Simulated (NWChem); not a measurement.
# N2H4 (hydrazine) at HF/STO-3G

Aim: the electronic atomisation energy of N2H4 (hydrazine) at HF/STO-3G, from 3 runs. 

The calculation is run with NWChem 7.3.0.

2 further runs of the same task are left out: 1 that didn't finish, 1 set aside as unsound or not needed.

**1. Starting point**

N2H4 has 6 atoms, charge 0, and is taken as a singlet. As SMILES, `NN`. The coordinates come from a PBE0-D4/def2-TZVP relaxation. This is one conformer, not always the lowest.

Bond lengths: N1–N2 1.415 Å, N1–H3 1.014 Å, N1–H4 1.011 Å, N2–H5 1.014 Å, N2–H6 1.011 Å. Angles: N1–N2–H5 112.7°, N1–N2–H6 108.2°, N2–N1–H3 112.7°, N2–N1–H4 108.2°, H5–N2–H6 108.3°, H3–N1–H4 108.3°.

**2. The energy at HF/STO-3G**

Input file h4n2.nw:

```
start h4n2
title "H4N2"
memory stack 880 mb heap 220 mb global 1100 mb
charge 0

geometry noautosym nocenter noautoz
N    -0.135100   -0.701700    0.195900
N     0.447300    0.583800    0.089900
H    -1.076200   -0.737600   -0.180500
H     0.438700   -1.352200   -0.322700
H     0.103900    1.104700   -0.709700
H     0.221500    1.102900    0.927100
end

basis spherical bse
* library STO-3G
end

scf
nopen 0
rhf
thresh 1e-08
maxiter 80
print low
end

task scf
```

Run with:

```sh
nwchem h4n2.nw > h4n2.out
```

What it wrote:

```text
[...]
  functions       =    14
[...]
  wavefunction    = RHF
[...]
         Total SCF energy =   -109.743509968484
      One-electron energy =   -232.537851049162
      Two-electron energy =     80.960627034277
 Nuclear repulsion energy =     41.833714046401
        Time for solution =      0.1s
 Task  times  cpu:        0.2s     wall:        0.2s
[...]
```

Wall time 0.77 s (1 thread of Intel Xeon Platinum 8488C (Sapphire Rapids), shared host); peak memory 0.099 GiB.

**3. The H atom**

Input file h.nw:

```
start h
title "H"
memory total 2200 mb
charge 0
geometry noautosym nocenter noautoz
  H        0.000000       0.000000       0.000000
end
basis spherical bse
  * library STO-3G
end
scf
  doublet
  uhf
  thresh 1e-08
  maxiter 80
  print low
end
task scf energy
```

Run the same way, it converges to -0.46658 Eh (log not shown).

**4. The N atom**

Input file n.nw:

```
echo
start n
memory stack 880 mb heap 220 mb global 1100 mb

geometry units angstroms noautosym nocenter noautoz
   N        0.000000       0.000000       0.000000
end

basis spherical bse
   * library STO-3G
end

scf
   quartet
   uhf
   thresh 1e-08
   maxiter 80
   noprint "final vectors analysis"
end

task scf energy
```

Run the same way, it converges to -53.71901 Eh (log not shown).

**5. Outcome**

At HF/STO-3G:

```
                     quantity          value
       molecule: total energy  -109.74351 Eh
         H atom: total energy    -0.46658 Eh
                 H atom: ⟨S²⟩          0.750
         N atom: total energy   -53.71901 Eh
        N atom: dipole moment         0.00 D
                 N atom: ⟨S²⟩          3.750
electronic atomisation energy      11.950 eV
```

What this shows: Taking the molecule apart into free atoms costs 11.95 eV (276 kcal/mol), before zero-point energy and without spin-orbit coupling. Hartree–Fock lacks the correlation of the bonding pairs, which as a rule makes this value much too low; in minimal bases other errors can mask that. In a minimal basis such a difference can be off by several eV, whatever the method.
